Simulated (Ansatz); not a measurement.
# CH₆N₂OSSi: up Jacob's ladder to CCSD(T)

The task here is to estimate one member of a computed series from the others.

Program: Ansatz 0.2.0, Gaussian basis. Level of theory: functionals in def2-TZVPP, the program's frozen cores in correlated methods. These are calculated values, not measurements.

The runs, in order: PBE-D4, r2SCAN-D4, PBE0-D4, B3LYP-D4, ωB97X-V, ωB97M-V, B2PLYP; CCSD(T)/def2-TZVPP; MP2/def2-QZVPP; extrapolation to the limit.

### Structure used throughout

An earlier PBE0-D4 in a triple-zeta def2 set relaxation fixed the geometry.

SMILES `N=C[Si](N)(O)S`, 12 atoms, charge 0, spin multiplicity 1.

Atoms are counted from 1 here; the program's logs count them from 0.

Bond lengths: N1–C2 1.272 Å, N1–H7 1.021 Å, C2–Si3 1.890 Å, C2–H8 1.099 Å, Si3–N4 1.699 Å, Si3–O5 1.636 Å, Si3–S6 2.130 Å, N4–H9 1.007 Å, N4–H10 1.007 Å, O5–H11 0.970 Å, S6–H12 1.343 Å. Angles: C2–N1–H7 112.9°, N1–C2–Si3 115.6°, N1–C2–H8 122.2°, Si3–C2–H8 122.2°, C2–Si3–N4 108.9°, C2–Si3–O5 102.4°, C2–Si3–S6 112.8°, N4–Si3–O5 119.2°, N4–Si3–S6 103.5°, O5–Si3–S6 110.4°, Si3–N4–H9 121.1°, Si3–N4–H10 120.1°, H9–N4–H10 111.7°, Si3–O5–H11 109.3°, Si3–S6–H12 93.1°.

Set-up of the first run:

Input file in.yaml:

```yaml
crystal:
  periodic: [false, false, false]
  atoms:
    - {symbol: N, position_ang: [0.149459, -1.702505, -1.345542]}
    - {symbol: C, position_ang: [0.757571, -1.040148, -0.445553]}
    - {symbol: Si, position_ang: [-0.159972, 0.474816, 0.215492]}
    - {symbol: N, position_ang: [-0.245087, 0.370385, 1.909433]}
    - {symbol: O, position_ang: [-1.543989, 0.454349, -0.656588]}
    - {symbol: S, position_ang: [0.898997, 2.292438, -0.116969]}
    - {symbol: H, position_ang: [0.689705, -2.500303, -1.684789]}
    - {symbol: H, position_ang: [1.759571, -1.318322, -0.090962]}
    - {symbol: H, position_ang: [-0.577197, -0.465890, 2.362588]}
    - {symbol: H, position_ang: [-0.440920, 1.192929, 2.456810]}
    - {symbol: H, position_ang: [-1.532988, -0.307061, -1.257469]}
    - {symbol: H, position_ang: [0.321749, 2.494311, -1.312549]}
basis:
  gaussian: {orbitals: def2-TZVPP}
hamiltonian: {xc: pbe, dispersion: d4}
output: {forces: true, orbitals: {seedname: orbitals}}
```

Started as:

```bash
> ansatz run in.yaml --threads 2 --pin off --events-out ev --progress --plain --max-ram 22528MiB --backend cuda --devices 0, --max-vram 18GiB
```

Among the steps run: PBE-D4 (GGA); r2SCAN-D4 (meta-GGA); PBE0-D4 (hybrid); B3LYP-D4 (hybrid); ωB97X-V (range-separated); ωB97M-V (range-separated); B2PLYP (double hybrid); CCSD(T) in def2-TZVPP; MP2 in def2-QZVPP.

One table of the session follows, with a row left open; its other results are not shown here.

It belongs to the step «Atomisation energies». 

| method | atomisation energy (eV) |
| --- | --- |
| PBE-D4 | 47.776 |
| r2SCAN-D4 | 46.525 |
| PBE0-D4 | 46.530 |
| B3LYP-D4 | 46.648 |
| ωB97X-V | 46.869 |
| ωB97M-V | ? |
| B2PLYP | 46.027 |
| HF/def2-TZVPP | 31.390 |
| MP2/def2-TZVPP | 46.018 |
| CCSD/def2-TZVPP | 44.150 |
| CCSD(T)/def2-TZVPP | 45.048 |
| MP2/CBS | 47.659 |
| CCSD(T)/CBS | 46.689 |

**Question.** Estimate the row for ωB97M-V.

As computed: atomisation energy (eV): 46.939. In the column «atomisation energy (eV)» it lies between ωB97X-V (46.869) and MP2/CBS (47.659).
